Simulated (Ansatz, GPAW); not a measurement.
# ZnO with GLLB-SC from a Python script

These are simulated results from GPAW 26.7.0, not measurements. The cell was built from a prototype and was relaxed with r2SCAN in plane waves (Ansatz 0.2.0). Not every such cell is a known phase. All runs are without spin polarisation.

It is hexagonal, P6_3mc (No. 186); conventional cell a = 3.226 Å, c = 10.473 Å, 11.80 Å³ an atom. Zn is surrounded by 4 O at 1.97–1.98 Å; Zn is surrounded by 4 O at 1.97 Å; O is surrounded by 4 Zn at 1.97–1.98 Å; O is surrounded by 4 Zn at 1.97 Å.

GLLB-SC is a model potential. Its fundamental gap is the Kohn-Sham gap plus a derivative discontinuity, which the script evaluates at the band edges among the listed k points. Its total energy isn't variational and serves nothing here.

The script, run.py:

```python
import json
from ase import Atoms
from gpaw import GPAW, PW, FermiDirac

atoms = Atoms(['Zn', 'Zn', 'Zn', 'Zn', 'O', 'O', 'O', 'O'],
              cell=[[3.226499, 0.0, -0.0], [-1.61325, 2.79423, -0.0], [0.0, -0.0, 10.472602]],
              scaled_positions=[[-0.0, -0.0, -0.000616], [0.333333, 0.666667, 0.249564], [-0.0, -0.0, 0.499384], [0.666667, 0.333333, 0.749564], [0.0, 0.0, 0.188153], [0.333333, 0.666667, 0.4379], [0.0, 0.0, 0.688153], [0.666667, 0.333333, 0.9379]],
              pbc=True)
calc = GPAW(mode=PW(400), xc='GLLBSC', kpts={'size': (6, 6, 2), 'gamma': True},
            occupations=FermiDirac(0.02), maxiter=100, legacy_gpaw=True, txt='gpaw.txt')
atoms.calc = calc
res = {'energy': atoms.get_potential_energy(force_consistent=True)}
res['electrons'] = calc.get_number_of_electrons()
res['k'] = calc.get_ibz_k_points().tolist()
res['levels'] = [calc.get_eigenvalues(kpt=i).tolist() for i in range(len(res['k']))]
points = [[0.0, 0.0, 0.0], [0.5, 0.0, 0.0], [0.333333, 0.333333, 0.0], [0.0, 0.0, 0.5], [0.5, 0.0, 0.5], [0.333333, 0.333333, 0.5]]
bands = calc.fixed_density(kpts=points, symmetry='off', nbands=round(res['electrons']) // 2 + 6, convergence={'bands': -2}, txt='bands.txt')
res['points'] = [bands.get_eigenvalues(kpt=i).tolist() for i in range(len(points))]
homo, lumo = bands.get_homo_lumo()
potential = calc.hamiltonian.xc.response.calculate_discontinuity_potential(homo, lumo)
res['discontinuity'] = bands.hamiltonian.xc.response.calculate_discontinuity(potential)
json.dump(res, open('results.json', 'w'))
print('free energy (eV):', round(res['energy'], 5))
```

Command: `python run.py`. It took 100 s on 1 thread of Arm Neoverse V1, with other jobs on the host, peak memory 0.27 GiB.

The log gpaw.txt, trimmed of paths, versions and times, then the last line on the terminal. An iter line gives the energy in eV and the logarithms of the changes of orbitals (plane waves alone) and density (c: converged):

```
___ ___ ___ _ _ _
 |   |   |_  | | | |

 | | | | | . | | | |

 |__ |  _|___|_____|  26.7.0
 |___|_|

Input parameters:
  kpts: {gamma: True,
         size: (6, 6, 2)}
  maxiter: 100
  mode: {ecut: 400.0,
         name: pw}
  occupations: {fixmagmom: False,
                name: fermi-dirac,
                width: 0.02}
  xc: GLLBSC

System changes: positions, numbers, cell, pbc, initial_charges, initial_magmoms

Initialize ...

species:
  Zn:
    name:    Zinc
    Z:       30.0
    valence: 12
    core:    18
    charge:  0.0  # [|e|]
    compensation charges:
      type: gauss
      rc: 0.37  # [Å]
      lmax: 2
    cutoffs:
      filter: 2.14  # [Å]
      core: 2.23  # [Å]
    projectors
    | kind |    occ | energy [eV] | rcut [Å] |

    |------|--------|-------------|----------|

    |   4s |  2.000 |      -8.797 |    1.286 |

    |   4p |  0.000 |      -3.452 |    1.270 |

    |   3d | 10.000 |     -13.837 |    1.180 |

    |    s |        |      18.415 |    1.286 |

    |    p |        |      23.759 |    1.270 |

    |    d |        |      13.374 |    1.180 |

    Using partial waves for Zn as LCAO basis

  O:
    name:    Oxygen
    Z:       8.0
    valence: 6
    core:    2
    charge:  0.0  # [|e|]
    compensation charges:
      type: gauss
      rc: 0.21  # [Å]
      lmax: 2
    cutoffs:
      filter: 1.17  # [Å]
      core: 0.83  # [Å]
    projectors
    | kind |    occ | energy [eV] | rcut [Å] |

    |------|--------|-------------|----------|

    |   2s |  2.000 |     -28.986 |    0.688 |

    |   2p |  4.000 |     -13.358 |    0.598 |

    |    s |        |      -1.774 |    0.688 |

    |    p |        |      13.853 |    0.598 |

    |    d |        |       0.000 |    0.619 |

    Using partial waves for O as LCAO basis

Reference energy: -203423.395153  # eV

Spin-paired calculation

Convergence criteria:
 Maximum [total energy] change in last 3 cyles: 0.0005 eV / valence electron
 Maximum integral of absolute [dens]ity change: 0.0001 electrons / valence electron
 Maximum integral of absolute [eigenst]ate change: 4e-08 eV^2 / valence electron
 Maximum number of scf [iter]ations: 100
 (Square brackets indicate name in SCF output, whereas a 'c' in
 the SCF output indicates the quantity has converged.)

Symmetries present (total): 1

  ( 1  0  0)
  ( 0  1  0)
  ( 0  0  1)

72 k-points: 6 x 6 x 2 Monkhorst-Pack grid + [1/12,1/12,1/4]
40 k-points in the irreducible part of the Brillouin zone
       k-points in crystal coordinates                weights
   0:     0.00000000    0.00000000    0.00000000          1/72
   1:     0.00000000    0.00000000    0.50000000          1/72
   2:     0.00000000    0.16666667    0.00000000          2/72
   3:     0.00000000    0.16666667    0.50000000          2/72
   4:     0.00000000    0.33333333    0.00000000          2/72
   5:     0.00000000    0.33333333    0.50000000          2/72
   6:     0.00000000    0.50000000    0.00000000          1/72
   7:     0.00000000    0.50000000    0.50000000          1/72
   8:     0.16666667   -0.33333333    0.00000000          2/72
   9:     0.16666667   -0.33333333    0.50000000          2/72
          ...
  39:     0.50000000    0.50000000    0.50000000          1/72

Wave functions: Plane wave expansion
  Cutoff energy: 400.000 eV
  Number of coefficients (min, max): 1679, 1740
  Pulay-stress correction: 0.000000 eV/Ang^3 (de/decut=0.000000)
  Using FFTW library
  ScaLapack parameters: grid=1x1, blocksize=None
  Wavefunction extrapolation:
    Improved wavefunction reuse through dual PAW basis

Occupation numbers: Fermi-Dirac:
  width: 0.0200  # eV

Eigensolver
   Davidson(niter=2)

Densities:
  Coarse grid: 15*15*49 grid
  Fine grid: 30*30*98 grid
  Total Charge: 0.000000

Density mixing:
  Method: separate
  Backend: msr1
  Linear mixing parameter: 0.05
  old densities: 10
  Width of damping distribution: 1.1
  Damping of long wavelength oscillations: 20

Hamiltonian:
  XC and Coulomb potentials evaluated on a 30*30*98 grid
  Using the GLLBSC Exchange-Correlation functional
  External potential:
    NoExternalPotential

XC parameters: GLLBSC functional being used consists of
  -----------------------------------------------------------------------
  | Weight | Module     | Description                                   |

  -----------------------------------------------------------------------
  |  1.000 | SCREENING  | GGA_X_PBE_SOL with 2 nearest neighbor stencil |

  |  1.000 | RESPONSE   | eps=0.0500 eV                                 |

  |  1.000 | XC         | GGA_C_PBE_SOL with 2 nearest neighbor stencil |

  -----------------------------------------------------------------------

Memory estimate:
  Process memory now: 113.33 MiB
  Calculator: 75.96 MiB
    Density: 6.14 MiB
      Arrays: 2.19 MiB
      Localized functions: 2.28 MiB
      Mixer: 1.68 MiB
    Hamiltonian: 1.49 MiB
      Arrays: 1.43 MiB
      XC: 0.00 MiB
      Poisson: 0.00 MiB
      vbar: 0.06 MiB
    Wavefunctions: 68.33 MiB
      Arrays psit_nG: 50.98 MiB
      Eigensolver: 1.76 MiB
      Projections: 3.63 MiB
      Projectors: 10.48 MiB
      PW-descriptor: 1.48 MiB

Total number of cores used: 1

Number of atoms: 8
Number of atomic orbitals: 52
Number of bands in calculation: 48
Number of valence electrons: 72
Bands to converge: occupied

... initialized

Initializing position-dependent things.

Density initialized from atomic densities
Creating initial wave functions:
  48 bands from LCAO basis set
Positions:
   0 Zn     0.000000    0.000000   -0.006451    ( 0.0000,  0.0000,  0.0000)
   1 Zn    -0.000002    1.862821    2.613584    ( 0.0000,  0.0000,  0.0000)
   2 Zn     0.000000    0.000000    5.229850    ( 0.0000,  0.0000,  0.0000)
   3 Zn     1.613251    0.931409    7.849885    ( 0.0000,  0.0000,  0.0000)
   4 O      0.000000    0.000000    1.970451    ( 0.0000,  0.0000,  0.0000)
   5 O     -0.000002    1.862821    4.585952    ( 0.0000,  0.0000,  0.0000)
   6 O      0.000000    0.000000    7.206752    ( 0.0000,  0.0000,  0.0000)
   7 O      1.613251    0.931409    9.822253    ( 0.0000,  0.0000,  0.0000)

Unit cell:
           periodic     x           y           z      points  spacing
  1. axis:    yes    3.226499    0.000000   -0.000000    15     0.1863
  2. axis:    yes   -1.613250    2.794230   -0.000000    15     0.1863
  3. axis:    yes    0.000000   -0.000000   10.472602    49     0.2137

  Lengths:   3.226499   3.226499  10.472602
  Angles:   90.000000  90.000000 120.000009

Effective grid spacing dv^(1/3) = 0.2046

iter:   1   -41.190801
iter:   2   -39.178459   -0.95  -1.00
iter:   3   -30.132910   -0.75  -1.02
iter:   4   -28.210893   -1.23  -1.38
iter:   5   -31.591284   -1.24  -1.38
iter:   6   -28.787896   -1.92  -1.51
iter:   7   -28.896283   -2.54  -2.27
iter:   8   -29.051030   -3.19  -2.41
iter:   9   -29.094102   -3.80  -2.57
iter:  10   -29.115300   -4.70  -3.10
iter:  11   -29.096595c  -5.51  -3.75
iter:  12   -29.108085c  -6.07  -4.06c
iter:  13   -29.105589c  -6.47  -3.91
iter:  14   -29.103605c  -7.13  -4.43c
iter:  15   -29.103568c  -8.12c -5.10c

Converged after 15 iterations.

Energy contributions relative to reference atoms: (reference = -203423.395153)

Kinetic:       +150.363668
Potential:     -122.255911
External:        +0.000000
XC:             -57.463698
Entropy (-ST):   -0.000000
Local:           +0.252373
SIC:             +0.000000
--------------------------
Free energy:    -29.103568
Extrapolated:   -29.103568

GLLBSC response reference energy: 1.35156 eV (from HOMO)

Showing only first 2 kpts
 Kpt  Band  Eigenvalues  Occupancy
  0    34      1.35101    2.00000
  0    35      1.35152    2.00000
  0    36      2.69987    0.00000
  0    37      5.22188    0.00000

  1    34      1.23737    2.00000
  1    35      1.23788    2.00000
  1    36      3.71965    0.00000
  1    37      3.72654    0.00000

Fermi level: 2.00254

Gap: 1.348 eV
Transition (v -> c):
  (s=0, k=0, n=35, [0.00, 0.00, 0.00]) -> (s=0, k=0, n=36, [0.00, 0.00, 0.00])
No difference between direct/indirect transitions

free energy (eV): -29.10357
```

The gap in the log is over the mesh alone; results.json adds the listed points. GLLB-SC gives a gap of 1.96 eV (1.348 eV Kohn-Sham over the listed points plus 0.616 eV discontinuity). On the same cell, plane-wave PBE (Ansatz, 12×12×4 k points and the special points) gives a gap of 0.75 eV and r2SCAN a gap of 1.18 eV; on shared hosts these took about 28 and 65 core-seconds on the 8-atom cell, against 100 for the script. Semilocal gaps usually lie below measured ones.
